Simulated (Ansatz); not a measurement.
# C3H6B2: a ladder of functionals and wavefunction methods

An exercise on one series of results from a longer session: the logs are not shown, and one member is left open.

Computed with Ansatz 0.2.0, Gaussian basis. Level: functionals in def2-TZVPP, the program's frozen cores in correlated methods.

Plan: LDA (SPW92), PBE-D4, revPBE-D4, BLYP-D4, r2SCAN-D4, B97M-V, PBE0-D4, B3LYP-D4, r2SCANh-D4, r2SCAN0-D4, HSE06-D4, BHLYP-D4, CAM-B3LYP-D4, LC-ωPBE, ωB97X-V, ωB97M-V, B2PLYP, PBE-QIDH; CCSD(T)/def2-SVP; CCSD(T)/def2-TZVPP; MP2/def2-QZVPP; extrapolation to the limit; RPA on PBE.

**Structure used throughout**

An earlier PBE0-D4 in a triple-zeta def2 set relaxation fixed the geometry.

SMILES `C#CBBC`, 11 atoms, charge 0, spin multiplicity 1.

Atoms are counted from 1 here; the program's logs count them from 0.

Bond lengths: C1–C2 1.210 Å, C1–H6 1.066 Å, C2–B3 1.504 Å, B3–B4 1.657 Å, B3–H7 1.202 Å, B4–C5 1.561 Å, B4–H8 1.207 Å, C5–H9 1.101 Å, C5–H10 1.094 Å, C5–H11 1.091 Å. Angles: C2–C1–H6 179.3°, C1–C2–B3 177.9°, C2–B3–B4 121.8°, C2–B3–H7 117.7°, B4–B3–H7 120.5°, B3–B4–C5 125.8°, B3–B4–H8 117.3°, C5–B4–H8 116.9°, B4–C5–H9 105.4°, B4–C5–H10 112.3°, B4–C5–H11 116.2°, H9–C5–H10 105.0°, H9–C5–H11 107.4°, H10–C5–H11 109.7°.

Set-up of the first run:

Input file in.yaml:

```yaml
crystal:
  periodic: [false, false, false]
  atoms:
    - {symbol: C, position_ang: [-1.439248, 1.131494, 2.365872]}
    - {symbol: C, position_ang: [-0.642719, 1.112136, 1.454841]}
    - {symbol: B, position_ang: [0.322101, 1.044630, 0.302850]}
    - {symbol: B, position_ang: [0.082372, 0.021836, -0.977969]}
    - {symbol: C, position_ang: [0.655434, -1.423875, -1.110329]}
    - {symbol: H, position_ang: [-2.133653, 1.159147, 3.173683]}
    - {symbol: H, position_ang: [1.277805, 1.772843, 0.331760]}
    - {symbol: H, position_ang: [-0.540896, 0.450215, -1.918023]}
    - {symbol: H, position_ang: [1.489154, -1.344178, -1.825507]}
    - {symbol: H, position_ang: [-0.054843, -2.110550, -1.579522]}
    - {symbol: H, position_ang: [1.049793, -1.870797, -0.197055]}
basis:
  gaussian: {orbitals: def2-TZVPP}
hamiltonian: {xc: lda}
output: {orbitals: {seedname: orbitals}}
```

Command:

```sh
$ ansatz run in.yaml --threads 2 --pin off --events-out ev --progress --plain --max-ram 4352MiB
```

Steps of the session up to this table: LDA; PBE-D4 (GGA); revPBE-D4 (GGA); BLYP-D4 (GGA); r2SCAN-D4 (meta-GGA); B97M-V (meta-GGA); PBE0-D4 (hybrid); B3LYP-D4 (hybrid); r2SCANh-D4 (hybrid); r2SCAN0-D4 (hybrid); HSE06-D4 (hybrid); BHLYP-D4 (hybrid); CAM-B3LYP-D4 (range-separated); LC-ωPBE (range-separated); ωB97X-V (range-separated); ωB97M-V (range-separated); B2PLYP (double hybrid); PBE-QIDH (double hybrid).

One table of the session follows, with a row left open; its other results are not shown here.

It belongs to the step «Orbital energies across the functionals». 

```
  functional  HOMO (eV)  LUMO (eV)  gap (eV)
 LDA (SPW92)          ?          ?         ?
      PBE-D4      -6.19      -2.97      3.21
   revPBE-D4      -6.14      -2.87      3.27
     BLYP-D4      -6.08      -2.79      3.28
   r2SCAN-D4      -6.40      -2.70      3.70
      B97M-V      -6.45      -2.68      3.77
     PBE0-D4      -7.40      -2.05      5.35
    B3LYP-D4      -7.21      -2.23      4.98
  r2SCANh-D4      -6.86      -2.38      4.48
  r2SCAN0-D4      -7.54      -1.90      5.65
    HSE06-D4      -7.00      -2.43      4.57
    BHLYP-D4      -8.53      -0.99      7.53
CAM-B3LYP-D4      -8.77      -0.94      7.82
     LC-ωPBE     -10.12       0.19     10.30
     ωB97X-V      -9.74       0.12      9.86
     ωB97M-V      -9.60      -0.07      9.53
```

Q: Estimate the row for LDA (SPW92) from the others.

The run gave: HOMO (eV): -6.29; LUMO (eV): -3.23; gap (eV): 3.06. In the column «HOMO (eV)» it lies between r2SCAN-D4 (-6.40) and PBE-D4 (-6.19).
